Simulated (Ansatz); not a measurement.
**Al2Ga3As5: a trial structure relaxed**

Where does this trial cell of Al2Ga3As5 go when cell and atoms are let free, and does the end survive a random kick?

Method: DFT PBE, scalar-relativistic, plane waves, PAW, in Ansatz 0.2.0.

## 1. The structure to begin with

The structure is tetragonal, space group I-4m2 (No. 119). Conventional cell: a = 3.878 Å, b = 3.878 Å, c = 27.423 Å, α = 90.00°, β = 90.00°, γ = 90.00°. Around Al (site symmetry 2mm) lie 4 As at 2.37 Å. Ga (site symmetry -4m2) is surrounded by 4 As at 2.37 Å. Ga (site symmetry 2mm) is surrounded by 4 As at 2.37 Å. Around As (site symmetry 2mm) lie 4 Ga at 2.37 Å. Around As (site symmetry 2mm) lie 2 Al at 2.37 Å and 2 Ga at 2.37 Å. As (site symmetry -4m2) is surrounded by 4 Al at 2.37 Å.

As a file:

```cif
data_structure
_symmetry_space_group_name_H-M 'I-4m2'
_symmetry_Int_Tables_number 119
_cell_length_a 3.8783
_cell_length_b 3.8783
_cell_length_c 27.4235
_cell_angle_alpha 90.000
_cell_angle_beta 90.000
_cell_angle_gamma 90.000
_cell_volume 412.48
loop_
_atom_site_label
_atom_site_type_symbol
_atom_site_symmetry_multiplicity
_atom_site_Wyckoff_symbol
_atom_site_fract_x
_atom_site_fract_y
_atom_site_fract_z
_atom_site_occupancy
Al1 Al 4 e 0.00000 0.00000 0.20000 1
Ga1 Ga 2 a 0.00000 0.00000 0.00000 1
Ga2 Ga 4 e 0.50000 0.50000 0.10000 1
As1 As 4 f 0.00000 0.50000 0.05000 1
As2 As 4 f 0.50000 0.00000 0.15000 1
As3 As 2 c 0.00000 0.50000 0.25000 1
```

The start is an ordering of an alloy on its end members' structure types: elements ordered on the sites of the AlAs type, Al/Ga on Al (I-4m2, No. 119).

## 2. Probe: one point on a coarse mesh

input.yaml

```yaml
crystal:
  lattice:
    - [-1.939134, 1.939134, 13.71174804]
    - [1.939134, -1.939134, 13.71174804]
    - [1.939134, 1.939134, -13.71174804]
  atoms:
    - { symbol: Al, position: [0.2, 0.2, 0.0] }
    - { symbol: Al, position: [0.8, 0.8, 0.0] }
    - { symbol: Ga, position: [0.0, 0.0, 0.0] }
    - { symbol: Ga, position: [0.6, 0.6, 0.0] }
    - { symbol: Ga, position: [0.4, 0.4, 0.0] }
    - { symbol: As, position: [0.55, 0.05, 0.5] }
    - { symbol: As, position: [0.15, 0.65, 0.5] }
    - { symbol: As, position: [0.75, 0.25, 0.5] }
    - { symbol: As, position: [0.35, 0.85, 0.5] }
    - { symbol: As, position: [0.95, 0.45, 0.5] }
basis:
  ecutwfc: 420
kpoints:
  mp_grid: { grid: [6, 6, 6] }
hamiltonian:
  xc: pbe
scf:
  occupations: { method: gaussian, width: 0.1 }
  lower_state_search: "off"
output:
  forces: true
  stress: true
  eigenvalues: true
```

Command:

```bash
ansatz run input.yaml --threads 4 --pin off --max-ram 8192MiB --backend cpu --events-out ev --progress --plain --runs-dir out
```

The session goes on with these runs: coarse relaxation; full relaxation; kick test: the unmoved cell on a coarse mesh; random kick, then relaxation.

What does the calculation give? Wanted: conventional cell; volume; energy over the elements; gap on the mesh.

**Answer**, as computed:

```
                              quantity                                                                       value
symmetry at the end (tolerance 0.02 Å)                                                 space group I-4m2 (No. 119)
                     conventional cell  a = 4.058 Å, b = 4.058 Å, c = 28.698 Å, α = 90.00°, β = 90.00°, γ = 90.00°
                                volume                                                               23.62 Å³/atom
              energy over the elements                                                               -0.40 eV/atom
                       gap on the mesh                                                                     0.73 eV
```

What this shows: The space group I-4m2 (No. 119) is kept, and the volume per atom grows by 14.5 % from the first guess. It lies below the elements, which doesn't yet make it stable: competing phases were not computed in this session. The kicked cell came back to the same energy, so the end is stable against the distortions that fit this cell and this draw; modes that don't fit the cell aren't tested.
